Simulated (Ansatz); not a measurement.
**interstitial Ga in Si: two geometries relaxed**

Are the two ends of the hop to the nearest equivalent void separate minima, and which lies lower? Each is relaxed from a guess. The host cell (diamond) has 16 atoms; the extra atom is the last.

Program: Ansatz 0.2.0. Level of theory: DFT r2SCAN, plane waves, PAW, scalar-relativistic, collinear spin. These are calculated values, not measurements.

## Step 1: Starting point

The cell holds 17 atoms (GaSi16): a = 7.679 Å, b = 7.679 Å, c = 7.679 Å, α = 60.00°, β = 60.00°, γ = 60.00°.

Its coordinates follow in the input file.

## Step 2: End point A

File input.yaml:

```yaml
crystal:
  lattice:
    - [0.0, 5.43, 5.43]
    - [5.43, 0.0, 5.43]
    - [5.43, 5.43, 0.0]
  atoms:
    - { symbol: Si, position: [0.0, 0.0, 0.0] }
    - { symbol: Si, position: [0.125, 0.125, 0.125] }
    - { symbol: Si, position: [0.0, 0.0, 0.5] }
    - { symbol: Si, position: [0.125, 0.125, 0.625] }
    - { symbol: Si, position: [0.0, 0.5, 0.0] }
    - { symbol: Si, position: [0.125, 0.625, 0.125] }
    - { symbol: Si, position: [0.0, 0.5, 0.5] }
    - { symbol: Si, position: [0.125, 0.625, 0.625] }
    - { symbol: Si, position: [0.5, 0.0, 0.0] }
    - { symbol: Si, position: [0.625, 0.125, 0.125] }
    - { symbol: Si, position: [0.5, 0.0, 0.5] }
    - { symbol: Si, position: [0.625, 0.125, 0.625] }
    - { symbol: Si, position: [0.5, 0.5, 0.0] }
    - { symbol: Si, position: [0.625, 0.625, 0.125] }
    - { symbol: Si, position: [0.5, 0.5, 0.5] }
    - { symbol: Si, position: [0.625, 0.625, 0.625] }
    - { symbol: Ga, position: [0.8162073, 0.2950585, 0.3208752], spin: 1.0 }
magnetization:
  spin_polarized: true
basis:
  ecutwfc: 500.0
kpoints:
  mp_grid: { grid: [2, 2, 2] }
hamiltonian:
  xc: r2scan
  pseudopotentials: { kind: paw, azcp: { folder: soft_1 } }
scf:
  occupations: { method: gaussian, width: 0.02 }
  lower_state_search: "off"
relax:
  f_tol: 0.03
  max_steps: 60
  adjacent_minimum: "off"
```

Started as:

```sh
$ ansatz run input.yaml --threads 4 --pin off --max-ram 10240MiB --backend cpu --events-out ev --progress --plain --runs-dir out
```

What it wrote, cut to the lines that bear on the results:

```text
Warning: RAYON_NUM_THREADS=4 ignored (pool sized by the plan → 4); use --threads N
[...]
Pseudopotentials: kind: paw
Pseudopotential: Si, paw, valence charge 4, recommended cutoff 500 eV (meta_gga), <dir>
Pseudopotential: Ga, paw, valence charge 13, recommended cutoff 500 eV (meta_gga), <dir>
Functional definition: r2SCAN
[...]
Crystal: 17 atoms, lattice volume = 320.206 Å³
Basis set: ecut = 500 eV, 8099 PW (Γ), exchange–correlation on 240×240×240 points (64 copies of the dense FFT grid, shifted against one another)
Bands: 56, of which v1, the nominal top of the filled ones, is band 39 counted from 1 (38 counted from 0)
Symmetry: 1 space group operations
Space group: P1 (ITA 1), of the structure as read, at distance tolerance 6.8e-5 Å
Magnetic group: BNS 1.1 (UNI 1), of the structure as read, at distance tolerance 6.8e-5 Å
k-points: 8
[...]
Starting moments: Σ|m| = 1 μB on 1 of 17 sites
[...]
SCF iter   1: F=-14008.229819 eV  HF=-14008.815219 eV  |F-HF|=5.85e-1  |Δ(HF+E_count)|=         —  Δρ=3.48e-2 (↑3.48e-2 ↓3.45e-2)  dr2=6.73e0  dr2_τ=4.00e-2  dr2_m=1.94e0  M=0.718 μB ∫|m|=0.720 μB  β_m=0.30  ethr=3.10e-3  ⟨swp⟩=8.6  Hψ=5018  notcnv=0  defer=39
[...]
spin=Collinear: Resta preconditioning applied to the charge; magnetization (m = ρ↑ − ρ↓) channel mixes plain (no charge-response kernel on spin).
[...]
spin-set hold released at iteration 7 (site moments contracting): the magnetisation degrees of freedom join the quasi-Newton model from the next iteration; the mixer history was flushed
[...]
relax step   1: F+E_penalty+E_count = -14009.09104837 eV  Δ(F+E_penalty+E_count) = +0.000e0 eV  max|allowed force component| = 3.609e0 eV/Å  Δτ_max = 0.0000 Å  (14 SCF iters, dr2 threshold 2.25e-5 eV, accepted)
[...]
relax step   2: F+E_penalty+E_count = -14010.04624951 eV  Δ(F+E_penalty+E_count) = -9.552e-1 eV  max|allowed force component| = 1.312e0 eV/Å  Δτ_max = 0.1443 Å  (8 SCF iters, dr2 threshold 1.00e-4 eV, accepted)
```

## Step 3: The output, continued: end point A relaxed

The log, continued:

```text
preconditioner: auto → Kerker (q_TF=auto, 2.151 Å⁻¹)  [metal: Δε(μ)=0.008 eV  Ē_g=9.836 eV  σ=0.020 eV  W_gap=0.23  n_scr=58 (ndim 8)  ℏωp=18.2 eV  f_vac=0.000  D(μ)=16.20/eV (n_scr^D=168)]
spin=Collinear: Kerker preconditioning applied to the charge; magnetization (m = ρ↑ − ρ↓) channel mixes plain (no charge-response kernel on spin).
relax step   3: F+E_penalty+E_count = -14010.32856858 eV  Δ(F+E_penalty+E_count) = -2.823e-1 eV  max|allowed force component| = 5.376e-1 eV/Å  Δτ_max = 0.1125 Å  (10 SCF iters, dr2 threshold 1.00e-4 eV, accepted)
preconditioner: auto → Kerker (q_TF=auto, 2.151 Å⁻¹)  [metal: Δε(μ)=0.002 eV  Ē_g=9.838 eV  σ=0.020 eV  W_gap=0.07  n_scr=58 (ndim 8)  ℏωp=18.2 eV  f_vac=0.000  D(μ)=13.61/eV (n_scr^D=112)]
spin=Collinear: Kerker preconditioning applied to the charge; magnetization (m = ρ↑ − ρ↓) channel mixes plain (no charge-response kernel on spin).
relax step   4: F+E_penalty+E_count = -14010.50451958 eV  Δ(F+E_penalty+E_count) = -1.760e-1 eV  max|allowed force component| = 6.207e-1 eV/Å  Δτ_max = 0.2000 Å  (11 SCF iters, dr2 threshold 3.82e-5 eV, accepted)
preconditioner: auto → Kerker (q_TF=auto, 2.151 Å⁻¹)  [metal: Δε(μ)=0.005 eV  Ē_g=9.839 eV  σ=0.020 eV  W_gap=0.15  n_scr=58 (ndim 8)  ℏωp=18.2 eV  f_vac=0.000  D(μ)=11.01/eV (n_scr^D=64)]
spin=Collinear: Kerker preconditioning applied to the charge; magnetization (m = ρ↑ − ρ↓) channel mixes plain (no charge-response kernel on spin).
relax step   5: F+E_penalty+E_count = -14010.72974447 eV  Δ(F+E_penalty+E_count) = -2.252e-1 eV  max|allowed force component| = 5.182e-1 eV/Å  Δτ_max = 0.1957 Å  (11 SCF iters, dr2 threshold 6.47e-5 eV, accepted)
preconditioner: auto → Resta (q_TF=auto, 2.151 Å⁻¹)  ε∞=4.4  [insulator: Δε(μ)=0.058 eV  Ē_g=9.847 eV  σ=0.020 eV  W_gap=0.96  n_scr=58 (ndim 8)  ℏωp=18.2 eV  f_vac=0.000  D(μ)=1.77/eV (n_scr^D=0)  ε∞_Penn≈4.4]
spin=Collinear: Resta preconditioning applied to the charge; magnetization (m = ρ↑ − ρ↓) channel mixes plain (no charge-response kernel on spin).
preconditioner: auto → Kerker (q_TF=auto, 2.151 Å⁻¹)  [metal: Δε(μ)=0.019 eV  Ē_g=9.840 eV  σ=0.020 eV  W_gap=0.49  n_scr=58 (ndim 8)  ℏωp=18.2 eV  f_vac=0.000  D(μ)=10.19/eV (n_scr^D=64)]
spin=Collinear: Kerker preconditioning applied to the charge; magnetization (m = ρ↑ − ρ↓) channel mixes plain (no charge-response kernel on spin).
relax step   6: F+E_penalty+E_count = -14010.88380180 eV  Δ(F+E_penalty+E_count) = -1.541e-1 eV  max|allowed force component| = 3.043e-1 eV/Å  Δτ_max = 0.1951 Å  (11 SCF iters, dr2 threshold 1.00e-4 eV, accepted)
preconditioner: auto → Resta (q_TF=auto, 2.151 Å⁻¹)  ε∞=4.4  [insulator: Δε(μ)=0.025 eV  Ē_g=9.866 eV  σ=0.020 eV  W_gap=0.63  n_scr=58 (ndim 8)  ℏωp=18.2 eV  f_vac=0.000  D(μ)=7.17/eV (n_scr^D=58)  ε∞_Penn≈4.4]
spin=Collinear: Resta preconditioning applied to the charge; magnetization (m = ρ↑ − ρ↓) channel mixes plain (no charge-response kernel on spin).
relax step   7: F+E_penalty+E_count = -14011.03190210 eV  Δ(F+E_penalty+E_count) = -1.481e-1 eV  max|allowed force component| = 1.593e-1 eV/Å  Δτ_max = 0.2000 Å  (14 SCF iters, dr2 threshold 3.19e-5 eV, accepted)
preconditioner: auto → Resta (q_TF=auto, 2.151 Å⁻¹)  ε∞=4.4  [insulator: Δε(μ)=0.057 eV  Ē_g=9.877 eV  σ=0.020 eV  W_gap=0.96  n_scr=58 (ndim 8)  ℏωp=18.2 eV  f_vac=0.000  D(μ)=1.41/eV (n_scr^D=0)  ε∞_Penn≈4.4]
spin=Collinear: Resta preconditioning applied to the charge; magnetization (m = ρ↑ − ρ↓) channel mixes plain (no charge-response kernel on spin).
relax step   8: F+E_penalty+E_count = -14011.07935430 eV  Δ(F+E_penalty+E_count) = -4.745e-2 eV  max|allowed force component| = 1.368e-1 eV/Å  Δτ_max = 0.1961 Å  (10 SCF iters, dr2 threshold 6.96e-6 eV, accepted)
preconditioner: auto → Resta (q_TF=auto, 2.151 Å⁻¹)  ε∞=4.4  [insulator: Δε(μ)=0.073 eV  Ē_g=9.879 eV  σ=0.020 eV  W_gap=0.99  n_scr=58 (ndim 8)  ℏωp=18.2 eV  f_vac=0.000  D(μ)=0.36/eV (n_scr^D=0)  ε∞_Penn≈4.4]
spin=Collinear: Resta preconditioning applied to the charge; magnetization (m = ρ↑ − ρ↓) channel mixes plain (no charge-response kernel on spin).
relax step   9: F+E_penalty+E_count = -14011.08418681 eV  Δ(F+E_penalty+E_count) = -4.833e-3 eV  max|allowed force component| = 2.709e-2 eV/Å  Δτ_max = 0.0395 Å  (8 SCF iters, dr2 threshold 5.13e-6 eV, accepted)
preconditioner: auto → Resta (q_TF=auto, 2.151 Å⁻¹)  ε∞=4.4  [insulator: Δε(μ)=0.074 eV  Ē_g=9.879 eV  σ=0.020 eV  W_gap=0.99  n_scr=58 (ndim 8)  ℏωp=18.2 eV  f_vac=0.000  D(μ)=0.35/eV (n_scr^D=0)  ε∞_Penn≈4.4]
spin=Collinear: Resta preconditioning applied to the charge; magnetization (m = ρ↑ − ρ↓) channel mixes plain (no charge-response kernel on spin).
relax step  10: F+E_penalty+E_count = -14011.08418683 eV  Δ(F+E_penalty+E_count) = -1.998e-8 eV  max|allowed force component| = 2.709e-2 eV/Å  Δτ_max = 0.0000 Å  (4 SCF iters, accepted)
preconditioner: auto → Resta (q_TF=auto, 2.151 Å⁻¹)  ε∞=4.4  [insulator: Δε(μ)=0.074 eV  Ē_g=9.874 eV  σ=0.020 eV  W_gap=0.99  n_scr=58 (ndim 8)  ℏωp=18.2 eV  f_vac=0.000  D(μ)=0.35/eV (n_scr^D=0)  ε∞_Penn≈4.4]
spin=Collinear: Resta preconditioning applied to the charge; magnetization (m = ρ↑ − ρ↓) channel mixes plain (no charge-response kernel on spin).
Stability not checked: this state was not tested for a lower state beside it, because the mixer in use, unlike msr1, does not test its closes by its own steps (another_mixer; see scf.mixing.algorithm and scf.lower_state_search)
Magnetization: 0.2484 μB (38.6242 up, 38.3758 down)
Absolute magnetization: 0.2845 μB (∫|ρ↑−ρ↓|, with the PAW one-centre terms)
Spin contamination: 0.0002 ħ² per cell (⟨S²⟩ above its minimum at these occupations)
Per-site moments (μB) at R_I (Å): [(0.004303845751931031, 0.9666382421494885), (0.004730961637578847, 0.9365181478771623), (0.00445870212098965, 0.9659728228407066), (0.003017679012818809, 0.9603917395068786), (0.004481931707649088, 0.9663549352725328), (0.0030251067742275597, 0.960349228765214), (-0.0002015065446201329, 0.960349228765214), (0.003038798671123485, 0.960658135263817), (-0.00016897908288272798, 0.9364488814511361), (0.0047268820492463995, 0.9374839732026993), (0.004302567435630469, 0.9666406915971711), (0.004728993699335198, 0.936526168110069), (0.004329613340191387, 0.9664660370767166), (0.004733108912251643, 0.9364488814511361), (0.00447984551884742, 0.96632900737423), (0.003025433049699266, 0.9603497412821799), (-0.0008681208070927447, 1.0022062094286457)]
Free energy (F): -14011.084187 eV
Harris-Foulkes:  -14011.084187 eV  (|F-HF|=6.20e-10)
Internal energy: -14011.084117 eV  (E = F + TS)
[...]
E sigma→0 (E₀):  -14011.084152 eV
Entropy (-TS):   -0.000070 eV (-0.004 meV/atom)
Fermi energy:    7.647044 eV
--- Per-component energies (eV) ---
  E_band       = 17.455337
  E_kinetic    = 778.208373
  E_local      = -2653.677548  (includes V_loc(G=0)·N_el)
  E_nonlocal   = 258.286041
  E_hartree    = 1456.105422
  E_xc         = -907.096489
  E_vxc        = -880.008529  (∫ρ·V_xc dr)
  E_paw        = -10292.816231  (= ΣΔE_a)
  E_vpaw       = -432.914110  (= ΣTr[D̂ρ^β])
  E_aug_tail   = 0.000256  (compensation charges beyond the density's cutoff)
  E_vtau       = 35.349826  (kinetic-family band-sum trace: ∫τ·v_τ [+ j·A + Jᵃ·Aᵃ] dr)
  E_ewald      = -2648.217947
  E_core_change = -1.875995  (= ΣΔE_core)
  E_smearing   = -0.000070  (= −TS)
  E_closure    = 0.000000  (closes the sum)
  Σ components = -14011.084187   (vs F -14011.084187, Δ=0.00e0)
--- Forces (eV/Å), atoms counted from 1 ---
  atom   1  Si     0.01418326    -0.02121186    -0.02450294
  atom   2  Si    -0.02708950    -0.00730228    -0.00132395
  atom   3  Si     0.01111593    -0.00298506     0.01047563
  atom   4  Si     0.02305559     0.00888357     0.02307982
  atom   5  Si     0.00767327     0.00772176     0.00648670
  atom   6  Si     0.02182637     0.01406338     0.00451179
  atom   7  Si     0.00743707     0.00673237     0.00789131
  atom   8  Si    -0.01867058    -0.00691275    -0.01962535
  atom   9  Si     0.02049456     0.01953770     0.02068618
  atom  10  Si    -0.01378343    -0.01020400    -0.01341573
  atom  11  Si    -0.02442785    -0.02181470     0.01442700
  atom  12  Si    -0.00091090    -0.00646413    -0.02560287
  atom  13  Si    -0.02413470     0.02064477    -0.02485043
  atom  14  Si    -0.00242171    -0.01876421    -0.00226005
  atom  15  Si     0.00645850     0.00758837     0.00713024
  atom  16  Si     0.00441786     0.01459275     0.02241174
  atom  17  Ga    -0.00522352    -0.00410607    -0.00552038
  max |Σ_I F_I| component: 1.29e-6 eV/Å
--- Relaxed structure (10 steps of the walk, 10 accepted, 0 SCFs on fresh bases) ---
  F+E_penalty+E_count = -14011.08418683 eV   max|allowed force component| = 2.709e-2 eV/Å
  atoms:
    - { symbol: Si, position: [0.0071590483760758635, 4.142438652742723e-5, 0.0016085240968869386] }
    - { symbol: Si, position: [0.14193660228225657, 0.1235160334372009, 0.12524289443803163] }
    - { symbol: Si, position: [0.00659473256014095, -0.0006555521420478529, 0.5068745339129361] }
    - { symbol: Si, position: [0.12763046903719616, 0.1307300879846865, 0.6279260868327725] }
    - { symbol: Si, position: [0.006457964409061823, 0.5052543421462474, 0.001100117455145655] }
    - { symbol: Si, position: [0.12756858091963788, 0.626322928646651, 0.13248156338448813] }
    - { symbol: Si, position: [0.0034922456881672503, 0.5020552130673119, 0.5037900462072997] }
    - { symbol: Si, position: [0.12728923910883505, 0.625947238984413, 0.6275299337402749] }
    - { symbol: Si, position: [0.5040319367597655, 0.002988094538116215, 0.004299245974748289] }
    - { symbol: Si, position: [0.6248612881102334, 0.12377963726829133, 0.1251472095775118] }
    - { symbol: Si, position: [0.5013136154250587, 2.260208541882136e-5, 0.5074378094095862] }
    - { symbol: Si, position: [0.6249483207826501, 0.12348741217430942, 0.6422008029056296] }
    - { symbol: Si, position: [0.5011848313151113, 0.5060858896269287, 0.0014593409445773364] }
    - { symbol: Si, position: [0.6247013472578464, 0.6409194465311054, 0.1249619686319966] }
    - { symbol: Si, position: [0.5008505998276458, 0.5052289890513508, 0.5067119857451715] }
    - { symbol: Si, position: [0.6321834938204363, 0.6263095683614519, 0.6278500714669903] }
    - { symbol: Ga, position: [0.7540029843198813, 0.253025143852038, 0.25425306527595304] }
```

It took 5.8 min on 4 threads of Arm Neoverse V1, shared host; peak memory 1.8 GiB.

Step by step:

```
step  energy from step 1 (eV/cell)  largest force component (eV/Å)
   1                        0.0000                          3.6089
   2                       -0.9552                          1.3115
   3                       -1.2375                          0.5376
   4                       -1.4135                          0.6207
   5                       -1.6387                          0.5182
   6                       -1.7928                          0.3043
   7                       -1.9409                          0.1593
   8                       -1.9883                          0.1368
   9                       -1.9931                          0.0271
  10                       -1.9931                          0.0271
```

Step 1 is the start. Step 10 solves the same geometry again.

The atom that moved most is Ga17, by 1.08 Å.

## Step 4: End point B

The second end starts from a geometry with the move made by hand.

input.yaml: that of step 2 with these lines changed.

```diff
@@ -22,3 +22,3 @@
     - { symbol: Si, position: [0.625, 0.625, 0.625] }
-    - { symbol: Ga, position: [0.8162073, 0.2950585, 0.3208752], spin: 1.0 }
+    - { symbol: Ga, position: [0.57168616, 0.3142607, 0.30901055], spin: 1.0 }
 magnetization:
@@ -39 +39,6 @@
   adjacent_minimum: "off"
+output:
+  write_density: true
+  write_potential: true
+  elf: true
+  volumetric_format: npy
```

Started as:

```sh
$ ansatz run input.yaml --threads 4 --pin off --max-ram 10240MiB --backend cpu --events-out ev --progress --plain --runs-dir out
```

What it wrote, cut to the lines that bear on the results:

```text
Warning: RAYON_NUM_THREADS=4 ignored (pool sized by the plan → 4); use --threads N
[...]
[... 4 set-up lines as earlier in the session ...]
[...]
Crystal: 17 atoms, lattice volume = 320.206 Å³
Basis set: ecut = 500 eV, 8099 PW (Γ), exchange–correlation on 240×240×240 points (64 copies of the dense FFT grid, shifted against one another)
Bands: 56, of which v1, the nominal top of the filled ones, is band 39 counted from 1 (38 counted from 0)
[... 2 set-up lines as earlier in the session ...]
Magnetic group: BNS 1.1 (UNI 1), of the structure as read, at distance tolerance 6.8e-5 Å
k-points: 8
[...]
Starting moments: Σ|m| = 1 μB on 1 of 17 sites
[...]
spin=Collinear: Resta preconditioning applied to the charge; magnetization (m = ρ↑ − ρ↓) channel mixes plain (no charge-response kernel on spin).
[...]
spin-set hold released at iteration 7 (site moments contracting): the magnetisation degrees of freedom join the quasi-Newton model from the next iteration; the mixer history was flushed
[...]
relax step   1: F+E_penalty+E_count = -14009.22784980 eV  Δ(F+E_penalty+E_count) = +0.000e0 eV  max|allowed force component| = 2.803e0 eV/Å  Δτ_max = 0.0000 Å  (14 SCF iters, dr2 threshold 2.25e-5 eV, accepted)
[...]
relax step   4: F+E_penalty+E_count = -14010.56421830 eV  Δ(F+E_penalty+E_count) = -1.918e-1 eV  max|allowed force component| = 5.834e-1 eV/Å  Δτ_max = 0.2000 Å  (12 SCF iters, dr2 threshold 2.51e-5 eV, accepted)
[...]
relax step   5: F+E_penalty+E_count = -14010.77503067 eV  Δ(F+E_penalty+E_count) = -2.108e-1 eV  max|allowed force component| = 4.004e-1 eV/Å  Δτ_max = 0.1939 Å  (13 SCF iters, dr2 threshold 5.93e-5 eV, accepted)
[...]
```

[end of part 1 of 2]
